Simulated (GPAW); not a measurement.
# H2W4S8O in GPAW: the effect of dispersion correction

H2W4S8O, a slab with vacuum:

```xyz
15
Lattice="6.3160 0.0000 0.0000 -3.1580 5.4698 0.0000 0.0000 0.0000 22.3204" Properties=species:S:1:pos:R:3 pbc="T T T"
S     3.1580    1.8233    8.0000
S     1.5790    4.5582    8.0000
S     0.0000    1.8233    8.0000
S    -1.5790    4.5582    8.0000
W     1.5790    0.9116    9.5840
W     0.0000    3.6465    9.5840
W     4.7370    0.9116    9.5840
W     3.1580    3.6465    9.5840
S     3.1580    1.8233   11.1304
S     1.5790    4.5582   11.1304
S     0.0000    1.8233   11.1304
S    -1.5790    4.5582   11.1304
O     2.4730    2.9313   13.4083
H     1.5790    2.7349   13.0304
H     2.2869    3.4665   14.2204
```

* Program: GPAW 26.7.0
* Functional: PBE
* Potentials or basis: GPAW PAW data sets (gpaw-data 1.2.1)
* Cutoff: 600 eV
* Basis: pw
* k mesh: 3 × 3 × 1
* Occupations: fermi-dirac, width 0.05 eV
* Spin: no spin polarisation
* Task of each run: adsorb

The series moves dispersion correction from these settings.

| dispersion correction | interaction energy (eV) | energy per atom (eV/atom) |
| --- | --- | --- |
| none | 0.296 | -6.871 |
| D3 | 0.1322 | -7.004 |
| D3(BJ) | 0.1099 | -7.133 |
| D4 | 0.1232 | -7.16 |
| D3(BJ)-ATM | ? | ? |
| D3(op) | 0.1425 | -7.067 |

**Question.** What does the run at D3(BJ)-ATM give?

**Answer.** Interaction energy (eV) 0.1283; energy per atom (eV/atom) -7.129.

Caveat: the k mesh is coarse (spacing up to 0.38 Å⁻¹), so the values aren't converged.
